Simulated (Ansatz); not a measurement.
# TaAs: the cost of one run

Program: Ansatz 0.2.0. Level of theory: DFT PBE, scalar-relativistic, plane waves, PAW. These are calculated values, not measurements.

These runs use a low cutoff (300 eV) and a coarse mesh on purpose, to show what cheap settings give: their numbers aren't properties of the material.

**1. The starting structure**

It takes space group I4_1md (No. 109, tetragonal). Conventional cell: a = 3.444 Å, b = 3.444 Å, c = 11.736 Å, α = 90.00°, β = 90.00°, γ = 90.00°. Around Ta (site symmetry 2mm) lie 6 As at 2.61 to 2.62 Å. As (site symmetry 2mm) has 6 Ta at 2.61 to 2.62 Å as nearest neighbours.

Coordinates:

```cif
data_structure
_symmetry_space_group_name_H-M 'I4_1md'
_symmetry_Int_Tables_number 109
_cell_length_a 3.4436
_cell_length_b 3.4436
_cell_length_c 11.7359
_cell_angle_alpha 90.000
_cell_angle_beta 90.000
_cell_angle_gamma 90.000
_cell_volume 139.17
loop_
_atom_site_label
_atom_site_type_symbol
_atom_site_symmetry_multiplicity
_atom_site_Wyckoff_symbol
_atom_site_fract_x
_atom_site_fract_y
_atom_site_fract_z
_atom_site_occupancy
Ta1 Ta 4 a 0.50000 0.00000 0.24997 1
As1 As 4 a 0.50000 0.00000 0.83263 1
```

The moments start at Ta 1.00 μB.

**2. Relaxing cell and atoms**

input.yaml

```yaml
crystal:
  lattice:
    - [-1.7218133622, 1.7218133622, 5.8679415361]
    - [1.7218133622, -1.7218133622, 5.8679415361]
    - [1.7218133622, 1.7218133622, -5.8679415361]
  atoms:
    - { symbol: Ta, position: [0.4999673, 0.9999673, 0.5], spin: 1.0 }
    - { symbol: Ta, position: [0.7499673, 0.7499673, 0.0], spin: 1.0 }
    - { symbol: As, position: [0.08263212, 0.58263212, 0.5] }
    - { symbol: As, position: [0.33263212, 0.33263212, 0.0] }
basis:
  ecutwfc: 300
  ecutrho_ratio: 4
kpoints:
  mp_grid: { grid: [8, 8, 8] }
hamiltonian:
  xc: pbe
scf:
  occupations: { method: gaussian, width: 0.05 }
output:
  forces: true
  stress: true
  eigenvalues: true
  populations: true
magnetization:
  spin_polarized: true
relax:
  f_tol: 0.01
  max_steps: 60
  cell: { stress_tol: 0.04 }
```

Launch:

```
> ansatz run input.yaml --threads 1 --pin off --max-ram 2560MiB --backend cpu --events-out ev --progress --plain --runs-dir out
```

**Question.** How long does this run take on 1 thread of Intel Xeon at 2.70GHz, shared host, and how much memory does it need?

About 3.7 min, with a peak of 0.45 GiB.
